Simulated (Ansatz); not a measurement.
Born–Oppenheimer molecular dynamics of a periodic cell of 36 atoms, Be (start crystal Be, start structure hcp, volume 1.1 times the crystal's). It starts from a structure without forces on its atoms.

These are results of Ansatz 0.2.0, DFT PBE, scalar-relativistic, plane waves, PAW, not measurements. Settings: cutoff 420 eV, k mesh 2x2x2, fermi-dirac smearing 0.36 eV, no spin polarisation.

```
ensemble        : NVT, Langevin thermostat
time step       : 0.75 fs
steps asked     : 60
set temperature : 4200 K
friction        : 0.02 /fs
seed            : 434209
```

Frames 1.5 fs apart, positions in Å, forces in eV/Å.

Velocities at 7.5 fs (Å/ps):

```
Be -5.01 -11.89 -18.50
Be -7.09 27.62 -2.85
Be 1.28 0.73 -23.79
Be -1.65 -6.97 -11.40
Be 20.71 -4.65 16.12
Be 19.59 -22.86 -4.10
Be -10.62 -5.66 13.65
Be 11.01 -27.34 -4.72
Be -19.23 15.13 2.71
Be 5.07 21.05 -10.36
Be 3.09 13.47 15.45
Be 2.97 39.30 13.51
Be 20.48 14.60 17.90
Be -13.29 -4.01 37.18
Be 23.24 23.32 10.73
Be 5.90 0.98 0.53
Be -6.61 -0.04 -30.36
Be 1.07 -2.04 0.27
Be 0.33 0.91 7.51
Be -25.24 3.50 -15.68
Be -10.29 -13.34 46.33
Be -4.41 -13.71 -18.47
Be 25.55 -35.46 -13.23
Be -10.02 5.13 4.64
Be 2.47 -14.68 5.48
Be 29.63 4.28 -10.54
Be -10.32 20.26 -16.65
Be -11.67 8.87 -15.78
Be -28.60 -19.80 -5.38
Be -21.52 -16.29 -16.62
Be 5.84 12.78 9.35
Be 2.12 -2.60 7.90
Be 20.04 -12.93 1.67
Be -2.91 23.98 -13.59
Be -5.44 -34.15 -3.43
Be -23.53 17.02 -13.24
```

```xyz
36
Lattice="7.0918 0.0000 0.0000 -3.5459 6.1416 0.0000 0.0000 0.0000 7.4085" Properties=species:S:1:pos:R:3:forces:R:3 time_fs=7.5 energy_less_start_eV=6.688 T=2797
Be -0.081 -0.150 -0.102 0.04 1.10 0.24
Be -0.021 1.571 1.910 1.12 -1.74 0.25
Be 0.016 0.116 3.502 0.05 -0.37 1.06
Be -0.043 1.321 5.491 -0.17 0.23 0.29
Be -1.039 2.006 0.230 -0.47 0.09 -2.24
Be -1.053 3.158 1.881 -1.56 2.30 0.87
Be -1.264 2.038 3.866 0.70 0.01 -1.79
Be -1.060 3.220 5.472 -1.13 1.21 1.13
Be -2.507 4.185 0.009 1.31 -0.78 0.05
Be -2.394 5.613 1.801 0.16 -0.61 0.02
Be -2.345 4.222 3.755 -0.12 -0.32 -0.23
Be -2.385 5.743 5.638 0.48 -0.91 -0.73
Be 2.606 0.131 0.142 -1.64 -0.75 -0.67
Be 2.156 1.302 2.197 1.44 0.20 -2.54
Be 2.528 0.154 3.798 -1.25 -0.84 -0.13
Be 2.409 1.444 5.552 -0.33 -0.29 0.04
Be 1.129 2.056 -0.209 0.04 -0.15 0.98
Be 1.167 3.422 1.889 1.04 -0.53 -1.13
Be 1.226 2.001 3.730 -0.41 0.16 0.87
Be 0.920 3.492 5.472 1.93 -0.12 0.58
Be -0.059 4.021 0.373 0.04 -0.71 -3.95
Be -0.004 5.316 1.649 0.33 1.64 3.30
Be 0.261 3.794 3.533 -2.71 1.49 1.26
Be -0.117 5.574 5.500 0.71 -0.81 0.34
Be 4.817 -0.084 0.032 -0.59 0.12 -0.71
Be 4.942 1.366 1.758 -1.63 -0.15 0.75
Be 4.655 0.233 3.615 0.49 -1.48 -0.29
Be 4.737 1.346 5.375 -0.37 0.04 1.91
Be 3.285 1.984 -0.093 1.84 1.06 0.92
Be 3.362 3.300 1.729 1.05 0.08 1.21
Be 3.642 2.035 3.781 -0.82 0.90 -0.97
Be 3.496 3.328 5.647 0.38 0.52 -1.09
Be 2.514 3.985 0.012 -1.82 0.85 -0.33
Be 2.388 5.647 1.781 0.16 -1.13 0.38
Be 2.262 3.933 3.640 1.30 0.65 0.51
Be 2.255 5.598 5.468 0.42 -0.94 -0.17
36
Lattice="7.0918 0.0000 0.0000 -3.5459 6.1416 0.0000 0.0000 0.0000 7.4085" Properties=species:S:1:pos:R:3:forces:R:3 time_fs=9.0 energy_less_start_eV=8.977 T=2391
Be -0.095 -0.171 -0.131 -0.05 1.22 0.33
Be -0.029 1.608 1.915 1.70 -2.31 0.48
Be 0.017 0.120 3.474 0.09 -0.31 1.14
Be -0.049 1.304 5.480 -0.28 0.34 0.30
Be -1.010 1.988 0.246 -0.47 0.14 -2.59
Be -1.026 3.130 1.872 -2.08 2.82 1.24
Be -1.277 2.027 3.879 0.86 0.09 -2.05
Be -1.046 3.179 5.474 -1.38 1.36 1.23
Be -2.526 4.205 0.009 1.52 -0.90 0.07
Be -2.389 5.640 1.790 0.12 -0.69 0.01
Be -2.336 4.239 3.774 -0.14 -0.34 -0.27
Be -2.378 5.795 5.660 0.59 -1.09 -0.88
Be 2.636 0.149 0.173 -1.88 -0.99 -0.76
Be 2.136 1.301 2.244 1.61 0.15 -2.91
Be 2.566 0.187 3.817 -1.53 -0.98 -0.11
Be 2.419 1.441 5.549 -0.36 -0.20 0.00
Be 1.119 2.054 -0.251 0.01 -0.16 1.04
Be 1.166 3.424 1.894 1.34 -0.60 -1.42
Be 1.227 1.998 3.738 -0.51 -0.01 1.16
Be 0.880 3.497 5.448 2.32 -0.09 0.67
Be -0.070 4.006 0.442 0.07 -1.07 -4.97
Be -0.009 5.295 1.627 0.44 2.15 4.07
Be 0.300 3.748 3.509 -3.35 1.70 1.44
Be -0.135 5.577 5.507 0.77 -0.87 0.38
Be 4.826 -0.101 0.047 -0.71 0.16 -0.88
Be 4.991 1.375 1.744 -2.05 -0.26 0.93
Be 4.637 0.269 3.593 0.65 -1.65 -0.30
Be 4.715 1.361 5.358 -0.36 -0.10 2.11
Be 3.248 1.958 -0.105 2.12 1.54 0.98
Be 3.330 3.273 1.715 1.22 0.04 1.33
Be 3.654 2.051 3.787 -0.95 1.02 -1.12
Be 3.490 3.316 5.653 0.41 0.55 -1.10
Be 2.530 3.972 0.015 -2.08 0.92 -0.39
Be 2.395 5.677 1.760 0.27 -1.31 0.49
Be 2.254 3.885 3.640 1.56 0.80 0.56
Be 2.219 5.622 5.452 0.51 -1.07 -0.19
36
Lattice="7.0918 0.0000 0.0000 -3.5459 6.1416 0.0000 0.0000 0.0000 7.4085" Properties=species:S:1:pos:R:3:forces:R:3 time_fs=10.5 energy_less_start_eV=11.175 T=2238
Be -0.112 -0.190 -0.158 -0.12 1.34 0.35
Be -0.022 1.636 1.929 2.11 -2.66 0.62
Be 0.017 0.120 3.445 0.10 -0.26 1.27
Be -0.062 1.282 5.466 -0.38 0.50 0.35
Be -0.981 1.973 0.263 -0.41 0.16 -2.93
Be -1.005 3.107 1.864 -2.52 3.21 1.67
Be -1.280 2.015 3.887 0.92 0.17 -2.12
Be -1.035 3.146 5.490 -1.64 1.38 1.24
Be -2.545 4.227 -0.003 1.65 -1.04 0.12
Be -2.391 5.665 1.783 0.12 -0.77 -0.08
Be -2.322 4.252 3.800 -0.16 -0.34 -0.30
Be -2.368 5.849 5.685 0.70 -1.25 -0.98
Be 2.661 0.169 0.203 -2.02 -1.21 -0.83
Be 2.119 1.296 2.271 1.76 0.10 -2.97
Be 2.603 0.208 3.843 -1.88 -0.96 -0.27
Be 2.428 1.439 5.542 -0.38 -0.12 0.01
Be 1.109 2.051 -0.287 0.00 -0.17 1.03
Be 1.176 3.434 1.900 1.54 -0.67 -1.74
Be 1.223 1.995 3.752 -0.50 -0.28 1.32
Be 0.841 3.507 5.433 2.68 -0.05 0.66
Be -0.083 3.993 0.506 0.18 -1.40 -5.95
Be -0.016 5.280 1.615 0.53 2.65 4.71
Be 0.335 3.706 3.481 -3.97 1.91 1.65
Be -0.153 5.579 5.505 0.85 -0.97 0.56
Be 4.842 -0.116 0.068 -0.96 0.22 -1.14
Be 5.044 1.393 1.729 -2.54 -0.45 1.20
Be 4.614 0.300 3.571 0.89 -1.78 -0.35
Be 4.687 1.364 5.347 -0.28 -0.17 2.18
Be 3.221 1.945 -0.119 2.29 1.93 1.02
Be 3.297 3.247 1.715 1.38 0.06 1.22
Be 3.663 2.068 3.789 -1.04 1.12 -1.26
Be 3.477 3.296 5.652 0.42 0.64 -1.05
Be 2.525 3.971 0.011 -2.11 0.86 -0.34
Be 2.403 5.713 1.726 0.44 -1.47 0.73
Be 2.249 3.843 3.650 1.79 0.93 0.59
Be 2.187 5.640 5.436 0.56 -1.20 -0.21
36
Lattice="7.0918 0.0000 0.0000 -3.5459 6.1416 0.0000 0.0000 0.0000 7.4085" Properties=species:S:1:pos:R:3:forces:R:3 time_fs=12.0 energy_less_start_eV=13.095 T=2076
Be -0.120 -0.198 -0.189 -0.27 1.42 0.42
Be -0.005 1.665 1.950 2.31 -2.81 0.66
Be 0.015 0.115 3.408 0.09 -0.14 1.50
Be -0.077 1.265 5.453 -0.48 0.60 0.39
Be -0.955 1.962 0.274 -0.28 0.16 -3.09
Be -0.997 3.094 1.867 -2.79 3.46 2.00
Be -1.286 2.004 3.890 0.96 0.24 -2.12
Be -1.035 3.122 5.511 -1.83 1.35 1.22
Be -2.566 4.256 -0.013 1.78 -1.19 0.16
Be -2.390 5.694 1.782 0.07 -0.94 -0.23
Be -2.315 4.267 3.825 -0.18 -0.34 -0.31
Be -2.359 5.897 5.714 0.86 -1.36 -1.10
Be 2.673 0.187 0.231 -2.02 -1.33 -0.83
Be 2.099 1.288 2.292 1.95 0.10 -2.88
Be 2.635 0.221 3.871 -2.33 -0.87 -0.48
Be 2.431 1.441 5.533 -0.36 -0.04 0.03
Be 1.105 2.049 -0.325 -0.05 -0.16 1.04
Be 1.188 3.446 1.891 1.68 -0.67 -1.81
Be 1.219 1.993 3.768 -0.47 -0.61 1.47
Be 0.807 3.523 5.421 2.95 -0.03 0.61
Be -0.102 3.975 0.561 0.27 -1.50 -6.66
Be -0.023 5.269 1.620 0.60 3.01 4.97
Be 0.365 3.666 3.462 -4.42 2.11 1.65
Be -0.170 5.578 5.503 0.90 -1.06 0.76
Be 4.868 -0.125 0.082 -1.35 0.31 -1.34
Be 5.097 1.421 1.724 -3.04 -0.75 1.44
Be 4.573 0.332 3.549 1.30 -1.89 -0.46
Be 4.654 1.367 5.334 -0.19 -0.21 2.22
Be 3.206 1.943 -0.136 2.36 2.13 1.03
Be 3.272 3.221 1.724 1.50 0.09 1.02
Be 3.663 2.085 3.788 -1.10 1.24 -1.34
Be 3.455 3.286 5.652 0.47 0.71 -1.02
Be 2.515 3.974 0.007 -2.06 0.81 -0.21
Be 2.411 5.757 1.692 0.66 -1.60 0.96
Be 2.251 3.797 3.662 1.91 1.07 0.59
Be 2.155 5.654 5.421 0.60 -1.29 -0.24
36
Lattice="7.0918 0.0000 0.0000 -3.5459 6.1416 0.0000 0.0000 0.0000 7.4085" Properties=species:S:1:pos:R:3:forces:R:3 time_fs=13.5 energy_less_start_eV=14.455 T=1938
Be -0.126 -0.200 -0.216 -0.41 1.47 0.52
Be 0.029 1.686 1.972 2.08 -2.64 0.53
Be 0.011 0.116 3.373 0.08 -0.09 1.74
Be -0.098 1.259 5.445 -0.50 0.51 0.42
Be -0.932 1.959 0.281 -0.16 0.08 -3.10
Be -1.000 3.087 1.873 -2.82 3.49 2.35
Be -1.293 1.996 3.891 1.00 0.30 -2.09
Be -1.037 3.108 5.530 -1.98 1.28 1.18
Be -2.585 4.280 -0.024 1.86 -1.34 0.18
Be -2.377 5.710 1.785 -0.02 -1.07 -0.33
Be -2.314 4.282 3.860 -0.19 -0.34 -0.35
Be -2.344 5.935 5.749 0.95 -1.35 -1.22
Be 2.673 0.202 0.266 -1.89 -1.27 -0.87
Be 2.091 1.278 2.305 2.04 0.17 -2.61
Be 2.661 0.223 3.888 -2.71 -0.77 -0.56
Be 2.432 1.440 5.526 -0.29 0.02 -0.03
Be 1.099 2.044 -0.368 -0.03 -0.14 1.07
Be 1.197 3.449 1.876 1.81 -0.60 -1.67
Be 1.204 1.991 3.790 -0.26 -1.00 1.48
Be 0.778 3.540 5.412 3.17 0.00 0.57
Be -0.116 3.946 0.604 0.37 -1.16 -7.01
Be -0.027 5.263 1.642 0.64 2.99 4.76
Be 0.389 3.629 3.450 -4.67 2.34 1.48
Be -0.177 5.574 5.504 0.88 -1.09 0.95
Be 4.898 -0.135 0.079 -1.78 0.43 -1.39
Be 5.143 1.455 1.725 -3.48 -1.14 1.61
Be 4.536 0.359 3.526 1.70 -1.93 -0.58
Be 4.616 1.373 5.317 -0.04 -0.29 2.27
Be 3.202 1.952 -0.159 2.31 2.08 1.09
Be 3.248 3.190 1.733 1.63 0.12 0.80
Be 3.660 2.102 3.779 -1.11 1.28 -1.37
Be 3.430 3.279 5.652 0.51 0.76 -1.04
Be 2.501 3.977 -0.001 -1.99 0.78 -0.07
Be 2.423 5.805 1.662 0.84 -1.69 1.09
Be 2.263 3.764 3.673 1.81 1.14 0.54
Be 2.120 5.660 5.418 0.66 -1.33 -0.32
36
Lattice="7.0918 0.0000 0.0000 -3.5459 6.1416 0.0000 0.0000 0.0000 7.4085" Properties=species:S:1:pos:R:3:forces:R:3 time_fs=15.0 energy_less_start_eV=15.302 T=1755
Be -0.125 -0.195 -0.239 -0.60 1.49 0.62
Be 0.071 1.700 1.995 1.50 -2.24 0.28
Be 0.008 0.124 3.341 0.06 -0.15 1.92
Be -0.121 1.252 5.438 -0.45 0.39 0.45
Be -0.903 1.953 0.276 -0.22 -0.03 -2.76
Be -1.010 3.097 1.884 -2.70 3.14 2.63
Be -1.299 1.987 3.891 1.02 0.36 -2.06
Be -1.036 3.097 5.548 -2.23 1.19 1.14
Be -2.609 4.299 -0.034 1.93 -1.48 0.18
Be -2.350 5.718 1.784 -0.20 -1.18 -0.30
Be -2.315 4.296 3.903 -0.19 -0.33 -0.40
Be -2.326 5.970 5.785 0.99 -1.32 -1.31
Be 2.668 0.217 0.306 -1.70 -1.07 -1.02
Be 2.101 1.269 2.316 2.01 0.25 -2.30
Be 2.686 0.215 3.893 -3.14 -0.72 -0.49
Be 2.429 1.437 5.508 -0.19 0.12 0.04
Be 1.093 2.043 -0.400 0.05 -0.14 1.04
Be 1.212 3.440 1.857 1.74 -0.42 -1.45
Be 1.187 1.985 3.814 0.00 -1.41 1.43
Be 0.748 3.545 5.406 3.45 0.10 0.54
Be -0.130 3.913 0.634 0.57 -0.51 -7.02
Be -0.028 5.270 1.671 0.68 2.57 4.28
Be 0.412 3.593 3.445 -4.85 2.62 1.13
Be -0.182 5.573 5.511 0.84 -1.10 1.08
Be 4.918 -0.153 0.068 -2.09 0.55 -1.41
Be 5.171 1.485 1.735 -3.62 -1.39 1.56
Be 4.498 0.377 3.506 2.17 -1.84 -0.72
Be 4.583 1.378 5.299 0.07 -0.33 2.27
Be 3.210 1.968 -0.183 2.14 1.84 1.08
Be 3.224 3.155 1.746 1.77 0.20 0.49
Be 3.647 2.127 3.764 -0.93 1.10 -1.31
Be 3.407 3.261 5.642 0.55 0.90 -1.00
Be 2.484 3.983 -0.013 -1.87 0.68 0.07
Be 2.430 5.845 1.631 1.03 -1.71 1.23
Be 2.273 3.741 3.681 1.69 1.21 0.50
Be 2.089 5.662 5.413 0.70 -1.35 -0.39
```

Of the whole run (45 fs, mean temperature of the second half 3124 K): The mean temperature of the second half is 26 % below the set value. A run of 0.045 ps of so small a system gives no equilibrium averages. Limits of this set-up: coarse k mesh.

Run time: 6.9 min on 1 thread of Arm Neoverse V2, with other jobs on the host, peak memory 0.68 GiB.
